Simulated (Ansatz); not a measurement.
**AlGaH (quartet): from Hartree-Fock to the top rungs at distance Al1–Ga2 = 1.841 Å, 6-31G**

Aim: climb from Hartree-Fock through coupled cluster and multireference methods for AlGaH (quartet) at one geometry and basis, and see what each rung misses.

Method: 6-31G, core rule «outside noble gas», up to 19 orbitals frozen; program: Ansatz 0.2.0, Gaussian basis.

The runs, in order: UHF; CCSD(T) on ROHF; CCSD(T) on UHF; BCCD(T) on ROHF; CISD; CCSDT(Q) on ROHF; CCSDT(Q) on UHF; CASSCF and MRCISD+Q, 5 electrons in 5 orbitals; CASSCF and NEVPT2, 5 electrons in 5 orbitals; CASSCF and MRCISD+Q, 7 electrons in 9 orbitals; CASSCF and NEVPT2, 7 electrons in 9 orbitals; Full CI.

17 further runs of the same task are left out: 13 that didn't finish, 4 set aside as unsound or not needed.

### 1 The system

The geometry derives from a PBE0/def2-TZVP stationary point (not a proven minimum). One bond is set to the value named and the two fragments are kept rigid. No spin-orbit coupling is included. The filled d shell of Ga may be among the frozen orbitals whatever the setting's name suggests; the logs give the count.

3 atoms, charge 0, spin multiplicity 4.

Atoms are counted from 1 here; the program's logs count them from 0.

Bond lengths: Al1–Ga2 1.841 Å, Al1–H3 1.582 Å. Angles: Ga2–Al1–H3 180.0°.

### 2 UHF

The input, in.yaml:

```yaml
crystal:
  periodic: [false, false, false]
  atoms:
    - {symbol: Al, position_ang: [0.000000, 0.000000, 0.086367]}
    - {symbol: Ga, position_ang: [0.000000, 0.000000, -1.754633]}
    - {symbol: H, position_ang: [0.000000, 0.000000, 1.668267]}
basis:
  gaussian: {orbitals: 6-31G}
magnetization: {spin_polarized: true, initial_magnetization: 3}
hamiltonian: {xc: hf}
output: {orbitals: {seedname: orbitals}}
```

On the command line:

```bash
> ansatz run in.yaml --threads 1 --pin off --events-out ev --progress --plain --max-ram 2393MiB
```

After this run come: CCSD(T) on ROHF; CCSD(T) on UHF; BCCD(T) on ROHF; CISD; CCSDT(Q) on ROHF; CCSDT(Q) on UHF; CASSCF and MRCISD+Q, 5 electrons in 5 orbitals; CASSCF and NEVPT2, 5 electrons in 5 orbitals; CASSCF and MRCISD+Q, 7 electrons in 9 orbitals; CASSCF and NEVPT2, 7 electrons in 9 orbitals; Full CI.

Before running them: what should the planned runs give, taken together? Wanted: FCI below the RHF energy; RMP2 from FCI; UMP2 from FCI; RCCSD from FCI; RCCSD(T) from FCI; UCCSD(T) from FCI; RCCSDT(Q) from FCI; UCCSDT(Q) from FCI; NEVPT2 pair from FCI.

As calculated:

| quantity | value |
| --- | --- |
| FCI below the RHF energy | -1.7420 eV |
| RMP2 from FCI | +12.32 kcal/mol |
| UMP2 from FCI | +12.10 kcal/mol |
| RCCSD from FCI | +1.16 kcal/mol |
| RCCSD(T) from FCI | +0.35 kcal/mol |
| UCCSD(T) from FCI | +0.16 kcal/mol |
| RCCSDT(Q) from FCI | -0.01 kcal/mol |
| UCCSDT(Q) from FCI | -0.20 kcal/mol |
| NEVPT2 pair from FCI | +10.41 kcal/mol |
| NEVPT2 valence from FCI | +3.50 kcal/mol |
| MRCISD+Q valence from FCI | +0.06 kcal/mol |
| levels within 1 kcal/mol (43 meV) | UCCSD, RCCSD(T), UCCSD(T), BCCD(T), RCCSDT, UCCSDT, RCCSDT(Q), UCCSDT(Q), MRCISD valence, MRCISD+Q valence |
| T1 diagnostic | 0.024 |
| effectively unpaired electrons | 3.02 |

**Reading.** RCCSD(T) misses by +0.35 kcal/mol, 0.9 % of the correlation energy. UCCSDT, UCCSDT(Q) fall below full CI: unrestricted runs freeze a spin-polarised core, another one than full CI's, and coupled cluster isn't variational. One determinant dominates. Of the multireference levels listed MRCISD+Q valence comes nearest in total energy (+0.06 kcal/mol), which doesn't show that its space is the better one. These misses are within one basis, not against nature; the frozen cores of restricted and unrestricted runs differ, which can shift their rows.
